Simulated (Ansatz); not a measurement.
**CH6GeOSi: rigid scan of one bond length**

How does the energy of CH6GeOSi change as one bond is stretched? A script is to give a rigid scan of one bond length; the system is CH6GeOSi. SMILES: [SiH3][GeH]1[CH2][O]1.

Program: the Python package of Ansatz 0.2.0. Level of theory: Hartree-Fock/def2-SVP. These are calculated values, not measurements.

## Step 1: Starting point

Bond lengths: Si1–Ge2 2.255 Å, Ge2–C3 1.894 Å, Ge2–O4 1.911 Å, C3–O4 1.323 Å, Si1–H5 1.489 Å, Si1–H6 1.524 Å, Si1–H7 1.498 Å, Ge2–H8 1.511 Å, C3–H9 1.129 Å, C3–H10 1.149 Å. Angles (14 of 19 angles, heavy atoms first): Si1–Ge2–C3 114.6°, Si1–Ge2–O4 106.9°, C3–Ge2–O4 40.7°, Ge2–C3–O4 70.3°, Ge2–O4–C3 68.9°, Si1–Ge2–H8 121.9°, C3–Ge2–H8 121.8°, O4–Ge2–H8 106.6°, Ge2–Si1–H5 112.2°, Ge2–Si1–H6 110.7°, Ge2–Si1–H7 111.2°, Ge2–C3–H9 118.2°, Ge2–C3–H10 116.7°, O4–C3–H9 113.3°.

The script holds or builds the structure itself.

## Step 2: Script

Contents of scan_ch6geosi.py:

```python
"""Potential curve of CH6GeOSi along one bond."""

import logging
import sys

import ansatz as az
import numpy as np

logging.basicConfig(stream=sys.stdout, format="[%(levelname)s] %(message)s")
logger = logging.getLogger("run")
logger.setLevel(logging.INFO)


def main() -> None:
    system = (
        az.Crystal.molecule()
        .atom("Si", (-1.1962, 0.917, -0.8221))
        .atom("Ge", (-0.3049, -0.6917, 0.4821))
        .atom("C", (1.5415, -0.4792, 0.8465))
        .atom("O", (1.3852, -1.1531, -0.2817))
        .atom("H", (-1.2762, 0.5034, -2.2506))
        .atom("H", (-2.6136, 1.2514, -0.3728))
        .atom("H", (-0.4094, 2.1882, -0.7287))
        .atom("H", (-1.026, -1.9921, 0.7525))
        .atom("H", (2.0003, 0.5416, 0.6976))
        .atom("H", (1.9823, -1.1367, 1.68))
    )

    symbols = [site.symbol for site in system.cartesian_sites]
    start = np.array([site.position_ang for site in system.cartesian_sites])
    axis = (start[5] - start[0]) / np.linalg.norm(start[5] - start[0])
    moving = [5]
    lengths, energies = [1.341, 1.402, 1.463, 1.524, 1.585, 1.646, 1.707, 1.798], []
    for length in lengths:
        xyz = start.copy()
        xyz[moving] += (length - np.linalg.norm(start[5] - start[0])) * axis
        point = az.Crystal.molecule()
        for symbol, xyz in zip(symbols, xyz):
            point = point.atom(symbol, xyz.tolist())
        model = (
            point.calculation()
            .basis(gaussian="def2-SVP")
            .functional("hf")
            .accuracy("high")
        )
        summary = model.run(threads=1).report
        energies.append(summary["free_energy_ev"])
        logger.info(f"r = {length:6.3f} A  E = {energies[-1]:.5f} eV  <S^2> = {abs(summary['mean_field']['state']['spin_squared']):.3f}")

    # quartic fit about the minimum
    fit = np.polynomial.Polynomial.fit(lengths, np.array(energies) - min(energies), 4).convert()
    roots = [r.real for r in fit.deriv().roots() if abs(r.imag) < 1e-9 and fit.deriv(2)(r.real) > 0]
    r_e = min(roots, key=lambda r: abs(r - lengths[int(np.argmin(energies))]))
    logger.info(f"minimum of the fit at {r_e:.4f} A, force constant {fit.deriv(2)(r_e):.2f} eV/A^2")


if __name__ == "__main__":
    main()
```

## Step 3: The input behind the calls

The package turns the script's settings into the engine's input (first run):

```yaml
crystal:
  periodic: [false, false, false]
  atoms:
    - { symbol: Si, position_ang: [-1.1962, 0.917, -0.8221] }
    - { symbol: Ge, position_ang: [-0.3049, -0.6917, 0.4821] }
    - { symbol: C, position_ang: [1.5415, -0.4792, 0.8465] }
    - { symbol: O, position_ang: [1.3852, -1.1531, -0.2817] }
    - { symbol: H, position_ang: [-1.2762, 0.5034, -2.2506] }
    - { symbol: H, position_ang: [-2.4433626423236383, 1.211236762800215, -0.42676334471849114] }
    - { symbol: H, position_ang: [-0.4094, 2.1882, -0.7287] }
    - { symbol: H, position_ang: [-1.026, -1.9921, 0.7525] }
    - { symbol: H, position_ang: [2.0003, 0.5416, 0.6976] }
    - { symbol: H, position_ang: [1.9823, -1.1367, 1.68] }
accuracy: high
basis:
  gaussian:
    orbitals: def2-SVP
hamiltonian:
  xc: hf
```

## Step 4: Launch

Launch:

```bash
$ python scan_ch6geosi.py
```

Without the output at hand: what should come out? Wanted: range of energy; lowest point, distance.

As calculated:

```
                        quantity     value
bond length at the fit's minimum  1.4859 Å
                   runs compared         8
                 range of energy  0.612 eV
      lowest point, distance (Å)      1.46
```

What this shows: The lowest point, at 1.46, lies inside the range. The ends stand 0.244 and 0.612 eV above it. The distance scanned is the script's pair 0, 5. Reading the output:
- The settings weren't tested for convergence.
- The rest of the molecule is held rigid at a force-field or estimated start geometry, and the basis set is modest; single-reference methods fail as a bond breaks.
- Hartree-Fock leaves correlation out, so bond, atomisation and ionisation energies come out well too low.
